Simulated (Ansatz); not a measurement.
# Se₂ (triplet): wave-function methods side by side, aug-cc-pVDZ

The task here is to estimate one member of a computed series from the others.

The runs use Ansatz 0.2.0, Gaussian basis; aug-cc-pVDZ, core rule «outside noble gas», up to 28 orbitals frozen.

Plan: UHF; CCSD(T) on ROHF; CCSD(T) on UHF; BCCD(T) on ROHF; CISD; CCSDT(Q) on ROHF; CCSDT(Q) on UHF; CASSCF and MRCISD+Q, 12 electrons in 8 orbitals; CASSCF and NEVPT2, 12 electrons in 8 orbitals.

18 further runs of the same task are left out: 5 that didn't finish, 13 set aside as unsound or not needed.

## The geometry

The geometry is a PBE0/def2-TZVPD stationary point (not a proven minimum) of the parent state, kept for this charge and spin. No spin-orbit coupling is included. The filled d shell of Se may be among the frozen orbitals whatever the setting's name suggests; the logs give the count.

2 atoms, charge 0, spin multiplicity 3.

Atoms are counted from 1 here; the program's logs count them from 0.

Bond lengths: Se1–Se2 2.274 Å.

The first run:

Input file in.yaml:

```yaml
crystal:
  periodic: [false, false, false]
  atoms:
    - {symbol: Se, position_ang: [0.000000, 0.000000, 0.000000]}
    - {symbol: Se, position_ang: [0.000000, 0.000000, 2.273600]}
basis:
  gaussian: {orbitals: aug-cc-pVDZ}
magnetization: {spin_polarized: true, initial_magnetization: 2}
hamiltonian: {xc: hf}
output: {orbitals: {seedname: orbitals}}
```

Launch:

```sh
> ansatz run in.yaml --threads 1 --pin off --events-out ev --progress --plain --max-ram 2393MiB
```

Among the steps run: UHF; CCSD(T) on ROHF; CCSD(T) on UHF; BCCD(T) on ROHF; CISD; CCSDT(Q) on ROHF; CCSDT(Q) on UHF; CASSCF and MRCISD+Q, 12 electrons in 8 orbitals; CASSCF and NEVPT2, 12 electrons in 8 orbitals.

One table of the session follows, with a row left open; its other results are not shown here.

| method | from UCCSDT(Q) (meV) |
| --- | --- |
| UHF | +6958.7 |
| RMP2 | +667.7 |
| UMP2 | +895.8 |
| CISD | +1140.6 |
| RCCSD | +410.4 |
| UCCSD | +383.2 |
| RCCSD(T) | +66.1 |
| UCCSD(T) | +62.4 |
| BCCD(T) | +66.2 |
| RCCSDT | +49.2 |
| UCCSDT | +40.4 |
| RCCSDT(Q) | +4.2 |
| UCCSDT(Q) | 0 |
| CASSCF valence | +5833.5 |
| NEVPT2 valence | +1282.2 |
| MRCISD valence | +620.7 |
| MRCISD+Q valence | ? |

**Question.** Estimate the row for MRCISD+Q valence.

**Answer.** from UCCSDT(Q) (meV): +73.0. In the column «from UCCSDT(Q) (meV)» it lies between BCCD(T) (+66.2) and UCCSD (+383.2).

Left out of the table: ROHF (another determinant or state than the rows shown).

Caveats from the session: Restricted and unrestricted rows rest on different reference determinants; where their highest levels disagree by more than a few hundredths of an eV, they describe different states and don't form one ladder.
